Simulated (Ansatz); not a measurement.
# C₃H₉BS: a ladder of functionals and wavefunction methods

One table from this session's results is given with a row withheld; the runs are named, their logs left out.

Computed with Ansatz 0.2.0, Gaussian basis. Level: functionals in def2-TZVPP, the program's frozen cores in correlated methods.

Plan: PBE-D4, r2SCAN-D4, PBE0-D4, B3LYP-D4, ωB97X-V, ωB97M-V, B2PLYP; CCSD(T)/def2-TZVPP; MP2/def2-QZVPP; extrapolation to the limit.

### The relaxed structure

An earlier PBE0-D4 in a triple-zeta def2 set relaxation fixed the geometry.

14 atoms, charge 0, spin multiplicity 1.

Atoms are counted from 1 here; the program's logs count them from 0.

Bond lengths: B1–C2 1.626 Å, B1–S4 2.071 Å, B1–H6 1.211 Å, B1–H7 1.202 Å, C2–C3 1.528 Å, C2–H8 1.093 Å, C2–H9 1.092 Å, C3–S4 1.825 Å, C3–H10 1.091 Å, C3–H11 1.091 Å, S4–C5 1.791 Å, C5–H12 1.090 Å, C5–H13 1.090 Å, C5–H14 1.090 Å. Angles: C2–B1–S4 83.5°, C2–B1–H6 114.4°, C2–B1–H7 122.3°, S4–B1–H6 102.1°, S4–B1–H7 110.9°, H6–B1–H7 116.0°, B1–C2–C3 95.8°, B1–C2–H8 113.0°, B1–C2–H9 116.8°, C3–C2–H8 110.2°, C3–C2–H9 113.0°, H8–C2–H9 107.7°, C2–C3–S4 95.2°, C2–C3–H10 111.7°, C2–C3–H11 119.3°, S4–C3–H10 107.0°, S4–C3–H11 112.5°, H10–C3–H11 109.8° and more.

Set-up of the first run:

in.yaml reads:

```yaml
crystal:
  periodic: [false, false, false]
  atoms:
    - {symbol: B, position_ang: [-1.011456, -0.269369, 1.049365]}
    - {symbol: C, position_ang: [0.102880, -1.448600, 0.938193]}
    - {symbol: C, position_ang: [0.872120, -0.826108, -0.226056]}
    - {symbol: S, position_ang: [-0.577269, 0.007858, -0.956085]}
    - {symbol: C, position_ang: [-0.053486, 1.696357, -1.244189]}
    - {symbol: H, position_ang: [-0.604386, 0.759765, 1.541937]}
    - {symbol: H, position_ang: [-2.180376, -0.502587, 1.207774]}
    - {symbol: H, position_ang: [-0.321249, -2.410809, 0.638390]}
    - {symbol: H, position_ang: [0.726445, -1.620206, 1.818139]}
    - {symbol: H, position_ang: [1.553000, -0.043358, 0.112924]}
    - {symbol: H, position_ang: [1.381890, -1.477544, -0.937919]}
    - {symbol: H, position_ang: [0.398029, 2.098613, -0.337588]}
    - {symbol: H, position_ang: [0.644937, 1.733370, -2.080368]}
    - {symbol: H, position_ang: [-0.943879, 2.273517, -1.495518]}
basis:
  gaussian: {orbitals: def2-TZVPP}
hamiltonian: {xc: pbe, dispersion: d4}
output: {forces: true, orbitals: {seedname: orbitals}}
```

The run is started by

```
ansatz run in.yaml --threads 4 --pin off --events-out ev --progress --plain --max-ram 10444MiB
```

Steps of the session up to this table: PBE-D4 (GGA); r2SCAN-D4 (meta-GGA); PBE0-D4 (hybrid); B3LYP-D4 (hybrid); ωB97X-V (range-separated); ωB97M-V (range-separated); B2PLYP (double hybrid); CCSD(T) in def2-TZVPP; MP2 in def2-QZVPP.

One table of the session follows, with a row left open; its other results are not shown here.

| method | atomisation energy (kcal/mol) |
| --- | --- |
| PBE-D4 | 1262.2 |
| r2SCAN-D4 | 1244.3 |
| PBE0-D4 | 1248.6 |
| B3LYP-D4 | 1237.9 |
| ωB97X-V | 1240.7 |
| ωB97M-V | 1243.4 |
| B2PLYP | 1223.7 |
| HF/def2-TZVPP | ? |
| MP2/def2-TZVPP | 1220.9 |
| CCSD/def2-TZVPP | 1191.2 |
| CCSD(T)/def2-TZVPP | 1207.7 |
| MP2/CBS | 1248.0 |
| CCSD(T)/CBS | 1234.8 |

**Question.** Estimate the row for HF/def2-TZVPP.

As computed: atomisation energy (kcal/mol): 927.7. In the column «atomisation energy (kcal/mol)» it is the lowest.

Among the levels timed on like hardware and quicker than the yardstick, those that no quicker one beats, quickest first: PBE-D4 (3.5 s, +27.5 kcal/mol); PBE0-D4 (3.8 s, +13.8 kcal/mol); B3LYP-D4 (6.5 s, +3.2 kcal/mol).

B2PLYP carry no dispersion term (for B3LYP, D4 adds 11.7 kcal/mol).

Caveats from the session: Free atoms (1 B, 3 C, 1 S, 9 H) were run apart at each level; the atomisation energy is their sum less the molecule, without zero-point or spin-orbit terms.
